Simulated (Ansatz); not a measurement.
# C₂H₉NSSi: one species, many methods

How much do the methods differ for C₂H₉NSSi? The plan is to run it at one geometry with functionals of several rungs and with coupled cluster, and see how far each lands from CCSD(T) at the basis-set limit for the atomisation energy.

The runs use Ansatz 0.2.0, Gaussian basis; functionals in def2-TZVPP, the program's frozen cores in correlated methods.

Levels to be run: PBE-D4, r2SCAN-D4, PBE0-D4, B3LYP-D4, ωB97X-V, ωB97M-V, B2PLYP; CCSD(T)/def2-TZVPP; MP2/def2-QZVPP; extrapolation to the limit.

## 1. Structure used throughout

An earlier PBE0-D4 in a triple-zeta def2 set relaxation fixed the geometry.

SMILES `C[SiH](N)CS`, 14 atoms, charge 0, spin multiplicity 1.

Atoms are counted from 1 here; the program's logs count them from 0.

Bond lengths: C1–Si2 1.861 Å, C1–H6 1.093 Å, C1–H7 1.093 Å, C1–H8 1.092 Å, Si2–N3 1.727 Å, Si2–C4 1.879 Å, Si2–H9 1.497 Å, N3–H10 1.008 Å, N3–H11 1.007 Å, C4–S5 1.812 Å, C4–H12 1.093 Å, C4–H13 1.094 Å, S5–H14 1.346 Å. Angles: Si2–C1–H6 110.5°, Si2–C1–H7 111.3°, Si2–C1–H8 110.6°, H6–C1–H7 107.6°, H6–C1–H8 108.1°, H7–C1–H8 108.7°, C1–Si2–N3 108.0°, C1–Si2–C4 111.7°, C1–Si2–H9 109.9°, N3–Si2–C4 107.8°, N3–Si2–H9 113.2°, C4–Si2–H9 106.3°, Si2–N3–H10 120.4°, Si2–N3–H11 119.1°, H10–N3–H11 110.4°, Si2–C4–S5 111.9°, Si2–C4–H12 111.6°, Si2–C4–H13 108.8° and more.

## 2. PBE-D4 (GGA)

in.yaml reads:

```yaml
crystal:
  periodic: [false, false, false]
  atoms:
    - {symbol: C, position_ang: [-1.564308, 0.839028, -0.106982]}
    - {symbol: Si, position_ang: [-0.174259, -0.310352, -0.564507]}
    - {symbol: N, position_ang: [-0.187544, -1.631292, 0.547274]}
    - {symbol: C, position_ang: [1.498664, 0.534080, -0.432654]}
    - {symbol: S, position_ang: [1.864591, 1.046874, 1.266283]}
    - {symbol: H, position_ang: [-1.599660, 1.687978, -0.794120]}
    - {symbol: H, position_ang: [-2.531143, 0.331613, -0.157204]}
    - {symbol: H, position_ang: [-1.424126, 1.227203, 0.904165]}
    - {symbol: H, position_ang: [-0.317219, -0.739450, -1.991337]}
    - {symbol: H, position_ang: [0.406857, -2.431147, 0.396829]}
    - {symbol: H, position_ang: [-1.061581, -1.915402, 0.959440]}
    - {symbol: H, position_ang: [2.300863, -0.098011, -0.823283]}
    - {symbol: H, position_ang: [1.483911, 1.443676, -1.039437]}
    - {symbol: H, position_ang: [1.291955, -0.014001, 1.864534]}
basis:
  gaussian: {orbitals: def2-TZVPP}
hamiltonian: {xc: pbe, dispersion: d4}
output: {forces: true, orbitals: {seedname: orbitals}}
```

Launch:

```console
$ ansatz run in.yaml --threads 4 --pin off --events-out ev --progress --plain --max-ram 10444MiB
```

Further steps of the session: r2SCAN-D4 (meta-GGA); PBE0-D4 (hybrid); B3LYP-D4 (hybrid); ωB97X-V (range-separated); ωB97M-V (range-separated); B2PLYP (double hybrid); CCSD(T) in def2-TZVPP; MP2 in def2-QZVPP.

Q: Predict the results of all the runs planned. Wanted: atomisation energy, CCSD(T)/CBS; farthest; mean size of error, hybrid; mean size of error, range-separated; gap, smallest and largest; T1 diagnostic; triples share of the correlation energy.

As calculated:

| quantity | value |
| --- | --- |
| atomisation energy, CCSD(T)/CBS | 1186.8 kcal/mol |
| functionals within 5.9 kcal/mol (0.5 %) | r2SCAN-D4, PBE0-D4, B3LYP-D4, ωB97X-V, ωB97M-V |
| farthest | B2PLYP (-15.9 kcal/mol) |
| mean size of error, hybrid | 0.4 kcal/mol |
| mean size of error, range-separated | 5.3 kcal/mol |
| gap, smallest and largest | 4.97 eV (PBE-D4), 11.33 eV (ωB97X-V) |
| T1 diagnostic | 0.0102 |
| triples share of the correlation energy | 3.9 % |

What this shows: PBE-D4 is off by +13.7 kcal/mol. Double hybrids carry the basis error of their MP2 part in triple zeta, and no dispersion term here, so their miss is partly the set-up's. The reference freezes the cores and leaves out relativity and excitations past (T), so misses under about 5.9 kcal/mol can't be ranked. Hartree-Fock recovers 73 % of the binding; the rest is correlation. Orbital gaps span 5.0 to 11.3 eV; exact exchange widens them.
